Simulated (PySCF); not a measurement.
# C₆H₆GeO₃− (doublet): open-shell or spin-flip excitations

Aim: compute the open-shell or spin-flip excitations of C₆H₆GeO₃− (doublet) (`[O]c1ccc([O-])cc1[O][GeH3]`).

Programs: PySCF 2.14.0, with routines of our own; each step states its level. All values are computed. Atoms count from 0.

## 1. The system as given

16 atoms, charge -1, multiplicity 2; geometry from: GFN2-xTB.

## 2. Open-shell or spin-flip excitations: unrestricted TDA PBE0/def2-SVP in toluene

Job settings and geometry (Å):

```
{"job": {"kind": "uabs", "xc": "PBE0", "basis": "def2-SVP", "nstates": 10, "tda": true, "solvent": "toluene", "pol": false}, "charge": -1, "multiplicity": 2}
O      1.006467    -1.404900    -0.429104
C     -0.022835    -0.750620    -0.049469
C     -1.354312    -1.212385    -0.140954
C     -2.395108    -0.442751     0.289858
C     -2.206113     0.870633     0.859278
O     -3.172640     1.563444     1.251683
C     -0.843321     1.324393     0.944280
C      0.193576     0.557064     0.513961
O      1.474060     0.957621     0.583024
Ge     2.804462    -0.119291    -0.010920
H     -1.523206    -2.195194    -0.563622
H     -3.413197    -0.802832     0.215394
H     -0.657273     2.303495     1.364307
H      3.219553    -1.313473     0.818232
H      3.018544    -0.269708    -1.499642
H      3.863745     0.943448     0.377251
```

Level: unrestricted TDA PBE0/def2-SVP, vertical, IEF-PCM toluene (non-equilibrium linear response), core orbitals frozen in the response.

Command:

```bash
OMP_NUM_THREADS=1 python excited_run.py task.json out
```

One launch serves the whole session: the jobs run in the order shown.

Log:

```text
coarse grid: 68872 points
cycle   1  E = -2533.3732559445  dE =  1.235e+00  |g| = 8.537e-01  |ddm| = 3.533e+00
cycle   2  E = -2532.7117473269  dE =  6.615e-01  |g| = 1.549e+00  |ddm| = 3.913e+00
cycle   3  E = -2533.6350839166  dE = -9.233e-01  |g| = 1.926e-01  |ddm| = 3.040e+00
cycle   4  E = -2533.6507425502  dE = -1.566e-02  |g| = 7.430e-02  |ddm| = 2.935e-01
cycle   5  E = -2533.6527102055  dE = -1.968e-03  |g| = 3.090e-02  |ddm| = 1.096e-01
cycle   6  E = -2533.6531457099  dE = -4.355e-04  |g| = 1.068e-02  |ddm| = 4.076e-02
cycle   7  E = -2533.6532247038  dE = -7.899e-05  |g| = 5.652e-03  |ddm| = 2.096e-02
cycle   8  E = -2533.6532596038  dE = -3.490e-05  |g| = 3.483e-03  |ddm| = 1.434e-02
cycle   9  E = -2533.6532716059  dE = -1.200e-05  |g| = 1.515e-03  |ddm| = 1.021e-02
cycle  10  E = -2533.6532735849  dE = -1.979e-06  |g| = 6.492e-04  |ddm| = 3.116e-03
final grid: 146144 points
cycle  11  E = -2533.6533266040  dE = -1.307e-07  |g| = 9.527e-04  |ddm| = 2.699e-03
cycle  12  E = -2533.6533255895  dE =  1.014e-06  |g| = 1.957e-03  |ddm| = 3.340e-03
cycle  13  E = -2533.6533271474  dE = -1.558e-06  |g| = 1.480e-04  |ddm| = 2.289e-03
cycle  14  E = -2533.6533271824  dE = -3.501e-08  |g| = 1.372e-04  |ddm| = 3.672e-04
cycle  15  E = -2533.6533272204  dE = -3.794e-08  |g| = 5.080e-05  |ddm| = 7.218e-04
cycle  16  E = -2533.6533272224  dE = -1.970e-09  |g| = 1.955e-05  |ddm| = 1.099e-04
cycle  17  E = -2533.6533272227  dE = -2.942e-10  |g| = 6.387e-06  |ddm| = 4.462e-05
converged SCF energy = -2533.6533272227

<S^2> of the reference = 0.7663 (exact 0.7500)

Excitations
state   eV       nm        f      <S^2>   main configurations
  1   2.1410    579.1   0.00000   0.827   H-1b->Lb 0.96
  2   2.7012    459.0   0.03941   0.834   Hb->Lb 0.90
  3   3.3015    375.5   0.00009   0.791   H-3b->Lb 0.93
  4   3.3667    368.3   0.05836   0.805   H-2b->Lb 0.70, Ha->La 0.15, Ha->L+2a 0.10
  5   3.8563    321.5   0.12876   0.795   Ha->La 0.81, H-2b->Lb 0.10
  6   4.4875    276.3   0.04420   2.190   H-2a->La 0.43, Ha->L+2a 0.23, Hb->L+1b 0.20
  7   4.6981    263.9   0.00000   0.817   Ha->L+1a 0.97
  8   5.1465    240.9   0.26283   1.324   Ha->L+2a 0.47, Hb->L+1b 0.28
  9   5.2853    234.6   0.00011   0.828   H-4b->Lb 0.68, H-5b->Lb 0.24
 10   5.4719    226.6   0.00052   1.743   H-1a->La 0.51, H-5b->Lb 0.24, H-4b->Lb 0.14
```

Wall time 72 s (1 thread of Arm Neoverse V1, shared host); peak memory 0.84 GiB.

From this job:

```tsv
quantity	value
⟨S²⟩	0.766
```

Löwdin spin populations:

O0 0.23; C1 0.18; C2 0.00; C3 0.20; C4 0.04; O5 0.27; C6 0.04; C7 0.03; O8 0.01; Ge9 0.00; H10 0.00; H11 0.00; H12 0.00; H13 0.00; H14 0.00; H15 0.00

## 3. Open-shell or spin-flip excitations: unrestricted TDA PBE0/def2-SVP

The job, as its differences from that of step 2:

```diff
@@ -1,2 +1,2 @@
-{"job": {"kind": "uabs", "xc": "PBE0", "basis": "def2-SVP", "nstates": 10, "tda": true, "solvent": "toluene", "pol": false}, "charge": -1, "multiplicity": 2}
+{"job": {"kind": "uabs", "xc": "PBE0", "basis": "def2-SVP", "nstates": 10, "tda": true}, "charge": -1, "multiplicity": 2}
 O      1.006467    -1.404900    -0.429104
```

Method: unrestricted TDA PBE0/def2-SVP, vertical, gas phase, core orbitals frozen in the response.

Log:

```text
coarse grid: 68872 points
cycle   1  E = -2533.3186151265  dE =  1.289e+00  |g| = 8.618e-01  |ddm| = 3.530e+00
cycle   2  E = -2532.5302901700  dE =  7.883e-01  |g| = 1.637e+00  |ddm| = 4.425e+00
cycle   3  E = -2533.5836747117  dE = -1.053e+00  |g| = 2.288e-01  |ddm| = 3.593e+00
cycle   4  E = -2533.6050232018  dE = -2.135e-02  |g| = 9.964e-02  |ddm| = 3.931e-01
cycle   5  E = -2533.6082552305  dE = -3.232e-03  |g| = 4.679e-02  |ddm| = 1.648e-01
cycle   6  E = -2533.6092432622  dE = -9.880e-04  |g| = 1.591e-02  |ddm| = 6.918e-02
cycle   7  E = -2533.6093939725  dE = -1.507e-04  |g| = 8.281e-03  |ddm| = 2.817e-02
cycle   8  E = -2533.6094576693  dE = -6.370e-05  |g| = 3.921e-03  |ddm| = 1.913e-02
cycle   9  E = -2533.6094777307  dE = -2.006e-05  |g| = 2.053e-03  |ddm| = 1.342e-02
cycle  10  E = -2533.6094813635  dE = -3.633e-06  |g| = 8.655e-04  |ddm| = 4.650e-03
final grid: 146144 points
cycle  11  E = -2533.6095344662  dE = -2.714e-08  |g| = 1.348e-03  |ddm| = 3.241e-03
cycle  12  E = -2533.6095324517  dE =  2.015e-06  |g| = 2.729e-03  |ddm| = 4.452e-03
cycle  13  E = -2533.6095354160  dE = -2.964e-06  |g| = 2.123e-04  |ddm| = 3.099e-03
cycle  14  E = -2533.6095354597  dE = -4.370e-08  |g| = 1.725e-04  |ddm| = 3.968e-04
cycle  15  E = -2533.6095355137  dE = -5.405e-08  |g| = 1.104e-04  |ddm| = 8.074e-04
cycle  16  E = -2533.6095355257  dE = -1.193e-08  |g| = 2.556e-05  |ddm| = 2.857e-04
cycle  17  E = -2533.6095355262  dE = -5.634e-10  |g| = 1.179e-05  |ddm| = 7.403e-05
converged SCF energy = -2533.6095355262

Static polarisability (au): isotropic 109.623, principal 57.662 101.474 169.733

<S^2> of the reference = 0.7675 (exact 0.7500)

Excitations
state   eV       nm        f      <S^2>   main configurations
  1   2.0627    601.1   0.00000   0.828   H-1b->Lb 0.96
  2   2.7446    451.7   0.03109   0.838   Hb->Lb 0.88
  3   3.3669    368.2   0.00005   0.794   H-3b->Lb 0.93
  4   3.4038    364.3   0.03811   0.801   H-2b->Lb 0.65, Ha->La 0.19, Ha->L+2a 0.11
  5   3.8877    318.9   0.09967   0.801   Ha->La 0.76, H-2b->Lb 0.13
  6   4.4922    276.0   0.02611   2.294   H-2a->La 0.47, Hb->L+1b 0.22, Ha->L+2a 0.17
  7   4.5300    273.7   0.00000   0.820   Ha->L+1a 0.97
  8   5.2036    238.3   0.17877   1.253   Ha->L+2a 0.45, Hb->L+1b 0.31
  9   5.3560    231.5   0.00000   1.495   H-1a->La 0.29, H-4b->Lb 0.29, H-5b->Lb 0.28, H-1b->L+1b 0.09
 10   5.4113    229.1   0.00014   1.643   H-1a->La 0.60, H-4b->Lb 0.22, H-5b->Lb 0.13
```

Wall time 89 s (1 thread of Arm Neoverse V1, shared host); peak memory 0.87 GiB.

In short:

```tsv
quantity	value
⟨S²⟩	0.767
```

## 4. Open-shell or spin-flip excitations: unrestricted TDDFT wB97X-D/6-31G*

The job, as its differences from that of step 3:

```diff
@@ -1,2 +1,2 @@
-{"job": {"kind": "uabs", "xc": "PBE0", "basis": "def2-SVP", "nstates": 10, "tda": true}, "charge": -1, "multiplicity": 2}
+{"job": {"kind": "uabs", "xc": "wB97X-D", "basis": "6-31G*", "nstates": 2, "tda": false}, "charge": -1, "multiplicity": 2}
 O      1.006467    -1.404900    -0.429104
```

With the program's defaults for keys left out, this is: unrestricted TDDFT wB97X-D/6-31G*, vertical, gas phase, core orbitals frozen in the response.

Log:

```text
coarse grid: 68872 points
cycle   1  E = -2534.2433591643  dE =  1.653e+00  |g| = 9.172e-01  |ddm| = 3.109e+00
cycle   2  E = -2533.9252701059  dE =  3.181e-01  |g| = 1.337e+00  |ddm| = 2.359e+00
cycle   3  E = -2534.5702673302  dE = -6.450e-01  |g| = 1.121e-01  |ddm| = 1.565e+00
cycle   4  E = -2534.5755084557  dE = -5.241e-03  |g| = 5.834e-02  |ddm| = 1.482e-01
cycle   5  E = -2534.5769389231  dE = -1.430e-03  |g| = 1.836e-02  |ddm| = 7.114e-02
cycle   6  E = -2534.5772135558  dE = -2.746e-04  |g| = 9.090e-03  |ddm| = 2.512e-02
cycle   7  E = -2534.5773480450  dE = -1.345e-04  |g| = 4.735e-03  |ddm| = 2.284e-02
cycle   8  E = -2534.5774049560  dE = -5.691e-05  |g| = 2.461e-03  |ddm| = 1.570e-02
cycle   9  E = -2534.5774222341  dE = -1.728e-05  |g| = 1.046e-03  |ddm| = 9.840e-03
cycle  10  E = -2534.5774256628  dE = -3.429e-06  |g| = 8.127e-04  |ddm| = 3.275e-03
final grid: 146144 points
cycle  11  E = -2534.5765666272  dE = -3.506e-06  |g| = 1.102e-03  |ddm| = 4.021e-03
cycle  12  E = -2534.5765670841  dE = -4.570e-07  |g| = 1.413e-03  |ddm| = 2.164e-03
cycle  13  E = -2534.5765679426  dE = -8.585e-07  |g| = 3.035e-04  |ddm| = 1.246e-03
cycle  14  E = -2534.5765682461  dE = -3.035e-07  |g| = 2.574e-04  |ddm| = 8.418e-04
cycle  15  E = -2534.5765685579  dE = -3.118e-07  |g| = 1.168e-04  |ddm| = 1.393e-03
cycle  16  E = -2534.5765686188  dE = -6.095e-08  |g| = 6.194e-05  |ddm| = 7.016e-04
cycle  17  E = -2534.5765686278  dE = -9.001e-09  |g| = 2.159e-05  |ddm| = 2.881e-04
cycle  18  E = -2534.5765686284  dE = -5.411e-10  |g| = 9.592e-06  |ddm| = 5.430e-05
converged SCF energy = -2534.5765686284

Static polarisability (au): isotropic 103.293, principal 48.525 96.424 164.930

<S^2> of the reference = 0.7724 (exact 0.7500)

Excitations
state   eV       nm        f      <S^2>   main configurations
  1   2.3249    533.3   0.00000   0.875   H-1b->Lb 0.93
  2   2.7285    454.4   0.03479   0.899   Hb->Lb 0.87
```

Run time: 83 s. Hardware: 1 thread of Arm Neoverse V1, shared host; peak memory 0.85 GiB.

In short:

```tsv
quantity	value
⟨S²⟩	0.772
```

## 5. What came out

| quantity | value |
| --- | --- |
| lowest and brightest state of nearly pure spin, of 10 (step 2, unrestricted TDA PBE0/def2-SVP in toluene) | 2.14 eV; 3.86 eV, f = 0.129 |
| lowest and brightest state of nearly pure spin, of 10 (step 3, unrestricted TDA PBE0/def2-SVP) | 2.06 eV; 3.89 eV, f = 0.100 |
| lowest and brightest state of nearly pure spin, of 2 (step 4, unrestricted TDDFT wB97X-D/6-31G*) | 2.32 eV; 2.73 eV, f = 0.035 |

States whose ⟨S²⟩ lies well above the reference's are mixtures of spin states, an artefact of the unrestricted response, and are left out of the summary. For an anion in the gas phase, states above the energy of detachment are held by the basis alone, so excitations and responses hang on it. The lowest state of nearly pure spin runs from 2.06 to 2.32 eV over the runs.
